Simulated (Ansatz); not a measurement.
**BLYP/def2-SVP (core potential) run of WOF4 (SMILES O=[W](F)(F)(F)F)**

Aim: the vertical ionisation energy of WOF4 at BLYP/def2-SVP (core potential), from 2 runs. 

The results are computed with Ansatz 0.2.0.

### Step 1. The structure to begin with

WOF4: 6 atoms, total charge 0, spin state singlet. SMILES: `O=[W](F)(F)(F)F`. Geometry: relaxed at PBE0-D4/def2-TZVP.

Bond lengths: O1–W2 1.671 Å, W2–F3 1.848 Å, W2–F4 1.848 Å, W2–F5 1.848 Å, W2–F6 1.848 Å. Angles: O1–W2–F3 105.1°, O1–W2–F4 105.1°, O1–W2–F5 105.1°, O1–W2–F6 105.1°, F3–W2–F4 86.1°, F3–W2–F5 149.8°, F3–W2–F6 86.1°, F4–W2–F5 86.1°, F4–W2–F6 149.8°, F5–W2–F6 86.1°.

### Step 2. The energy at BLYP/def2-SVP (core potential)

Contents of job.yaml:

```yaml
crystal:
  periodic: [false, false, false]
  atoms:
    - symbol: O
      position_ang: [-1.628740, -0.246930, -0.471180]
    - symbol: W
      position_ang: [-0.040770, -0.006180, -0.011790]
    - symbol: F
      position_ang: [-0.123740, 1.167320, 1.412930]
    - symbol: F
      position_ang: [0.534690, 1.440420, -1.006790]
    - symbol: F
      position_ang: [0.958650, -1.040750, -1.171390]
    - symbol: F
      position_ang: [0.299900, -1.313890, 1.248240]
basis:
  gaussian:
    orbitals: def2-SVP
hamiltonian:
  xc: {name: BLYP}
accuracy: high
output: {orbitals: {seedname: orbitals}}
```

Launch:

```sh
ansatz run job.yaml --threads 1 --pin off --max-ram 3480MiB --events-out events.jsonl --progress --plain --runs-dir runs
```

What it wrote:

```text
Warning: RAYON_NUM_THREADS=1 ignored (pool sized by the plan → 1); use --threads N
Functional definition: BLYP
  name "BLYP"
  parameter beta = 0.0042
  parameter a = 0.04918
  parameter b = 0.132
  parameter c = 0.2533
  parameter d = 0.349
  exchange = b88_x(beta = beta)
  correlation = lyp_c(a = a, b = b, c = c, d = d)
2191 factors; integrals over basis functions are off by at most 8.4e-9 eV
mean field evaluation 1: about -14718.7281 eV, gradient 1.0e2 eV
mean field evaluation 2: about -14448.3964 eV, gradient 3.1e2 eV
mean field evaluation 4: about -14733.6541 eV, gradient 4.0e1 eV
mean field evaluation 8: about -14736.4898 eV, gradient 2.2e-1 eV
mean field evaluation 16: about -14736.4920 eV, gradient 5.1e-5 eV
mean field -14736.49204813 eV, -541.5560940156 hartree, gradient 5.8e-8 eV, S^2 0.000000; 0 other end points of the search recorded, 0 dependent functions left out
reference -14736.49210086 eV, -541.5560959536 hartree; 29, 29 occupied and 73, 73 virtual orbitals, 2191 factors
Total energy: -14736.49210086 eV, -541.5560959536 hartree
```

Run time: 5.1 s. Hardware: 1 thread of Intel Xeon 6975P-C (Granite Rapids), shared host; peak memory 0.31 GiB.

### Step 3. The doublet cation, same level

Contents of job.yaml:

```yaml
basis:
  gaussian: {orbitals: def2-SVP}
crystal:
  periodic: [false, false, false]
  atoms:
    - {symbol: O, position_ang: [-1.628740, -0.246930, -0.471180]}
    - {symbol: W, position_ang: [-0.040770, -0.006180, -0.011790]}
    - {symbol: F, position_ang: [-0.123740, 1.167320, 1.412930]}
    - {symbol: F, position_ang: [0.534690, 1.440420, -1.006790]}
    - {symbol: F, position_ang: [0.958650, -1.040750, -1.171390]}
    - {symbol: F, position_ang: [0.299900, -1.313890, 1.248240]}
total_charge: 1
magnetization: {spin_polarized: true, initial_magnetization: 1}
hamiltonian: {xc: {name: BLYP}}
accuracy: high
output: {orbitals: {seedname: orbitals}}
```

Launch:

```sh
ansatz run job.yaml --threads 1 --pin off --max-ram 3480MiB --events-out events.jsonl --progress --plain --runs-dir runs
```

What it wrote, cut to the lines that bear on the results:

```text
Warning: RAYON_NUM_THREADS=1 ignored (pool sized by the plan → 1); use --threads N
Functional definition: BLYP
  name "BLYP"
[...]
2190 factors; integrals over basis functions are off by at most 8.4e-9 eV
[...]
mean field -14723.34230207 eV, -541.0728497611 hartree, gradient 2.3e-8 eV, S^2 0.756901; 20 other end points of the search recorded, 0 dependent functions left out
reference -14723.34235846 eV, -541.0728518337 hartree; 29, 28 occupied and 73, 74 virtual orbitals, 2190 factors
Total energy: -14723.34235846 eV, -541.0728518337 hartree
```

It took 51 s on 1 thread of Intel Xeon 6975P-C (Granite Rapids), shared host; peak memory 0.42 GiB.

### Step 4. What came out

Level: BLYP/def2-SVP (core potential).

```
                                          quantity          value
                        singlet WOF4: total energy  -541.55610 Eh
                         singlet WOF4: HOMO energy       -9.59 eV
                         singlet WOF4: LUMO energy       -4.57 eV
                       singlet WOF4: HOMO–LUMO gap        5.02 eV
                      doublet cation: total energy  -541.07285 Eh
doublet cation: HOMO energy (highest over α and β)      -16.66 eV
 doublet cation: LUMO energy (lowest over α and β)      -16.64 eV
                              doublet cation: ⟨S²⟩          0.757
vertical ionisation energy (to the doublet cation)      13.150 eV
```

What this shows: Removing an electron at fixed nuclei costs 13.15 eV (303 kcal/mol). The negative HOMO energy of the first species, 9.59 eV, lies 3.56 eV below that difference.
